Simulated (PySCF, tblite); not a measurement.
# C2H13NSi3: geometry, infrared bands and NMR shifts

Wanted: the infrared bands and NMR shifts of C2H13NSi3 (`CN(C)[SiH2][SiH2][SiH3]`), by calculation.

Computed with tblite 0.8.0 and PySCF 2.14.0, with density-fitted response routines of our own, on a single molecule in the gas phase. Atoms are numbered from 0 throughout.

## 1. The starting structure

19 atoms, charge 0, multiplicity 1; geometry from: force field or distance geometry start.

Bonds of the start (Å): C0–N1 1.43, N1–C2 1.43, N1–Si3 1.78, Si3–Si4 2.26, Si4–Si5 2.25, C0–H6 1.11, C0–H7 1.10, C0–H8 1.12, C2–H9 1.12, C2–H10 1.11, C2–H11 1.12, Si3–H12 1.47, Si3–H13 1.47, Si4–H14 1.46, Si4–H15 1.46, Si5–H16 1.48, Si5–H17 1.46, Si5–H18 1.46.

## 2. Geometry optimisation with GFN2-xTB

The job: settings as JSON, then the geometry in Å.

```
{"job": {"kind": "relax", "xc": "GFN2-xTB", "basis": "xTB"}, "charge": 0, "multiplicity": 1}
C     -1.046300    -0.771300    -1.363500
N     -1.217200    -0.299400    -0.029000
C     -2.560800    -0.114500     0.408400
Si    -0.227800     1.122100     0.385900
Si     1.600500     0.294900     1.420100
Si     2.930400    -0.320000    -0.289100
H     -1.989700    -0.628300    -1.921200
H     -0.191500    -0.332700    -1.895100
H     -0.854200    -1.871800    -1.303700
H     -3.216300    -0.957300     0.083300
H     -2.536400    -0.030400     1.519000
H     -2.933700     0.871000     0.035700
H     -0.929600     2.073900     1.258000
H      0.220300     1.819800    -0.832600
H      1.179500    -0.905500     2.141500
H      2.224100     1.264400     2.312100
H      3.237100     0.929300    -1.016300
H      2.180400    -1.183200    -1.200100
H      4.121600    -0.951900     0.278900
```

On the command line:

```bash
$ OMP_NUM_THREADS=1 python probes_run.py task.json out
```

This one command runs all jobs of the session in turn.

**Question.** This job is followed by: GFN2-xTB harmonic vibrations, gas phase; GIAO PBE0/pcSseg-1 NMR shielding, non-relativistic, gas phase. Predict these results of the whole session: strongest single infrared mode (GFN2-xTB); zero-point energy (GFN2-xTB); ¹³C shifts against TMS (PBE0/pcSseg-1, means over atoms taken as alike); ¹H shifts against TMS (PBE0/pcSseg-1, means over atoms taken as alike); ¹⁵N shifts against NH3 (PBE0/pcSseg-1); ²⁹Si shifts against TMS (PBE0/pcSseg-1).

The runs gave:

```
                                                               quantity                       value
                              strongest single infrared mode (GFN2-xTB)        611 cm⁻¹, 720 km/mol
                                           zero-point energy (GFN2-xTB)               86.0 kcal/mol
¹³C shifts against TMS (PBE0/pcSseg-1, means over atoms taken as alike)                    42.9 ppm
 ¹H shifts against TMS (PBE0/pcSseg-1, means over atoms taken as alike)  5.11, 3.63, 3.25, 2.57 ppm
                                 ¹⁵N shifts against NH3 (PBE0/pcSseg-1)                    11.5 ppm
                                ²⁹Si shifts against TMS (PBE0/pcSseg-1)   -35.2, -116.4, -138.5 ppm
```

What this shows: The optimisation took 292 steps and gained 0.788 eV; among the close pairs (by a distance rule), Si3–Si4 changed most, from 2.258 to 2.326 Å. No mode is imaginary among the 51: a minimum at this level. The strongest single mode, at 611 cm⁻¹, moves mainly H14 and H15. GFN2-xTB is a fitted tight-binding method: band positions and strengths are rough. Its intensities can rank the bands wrongly. At PBE0/pcSseg-1: Shielding is most anisotropic at Si3 (span 141 ppm, paramagnetic term -497 ppm).
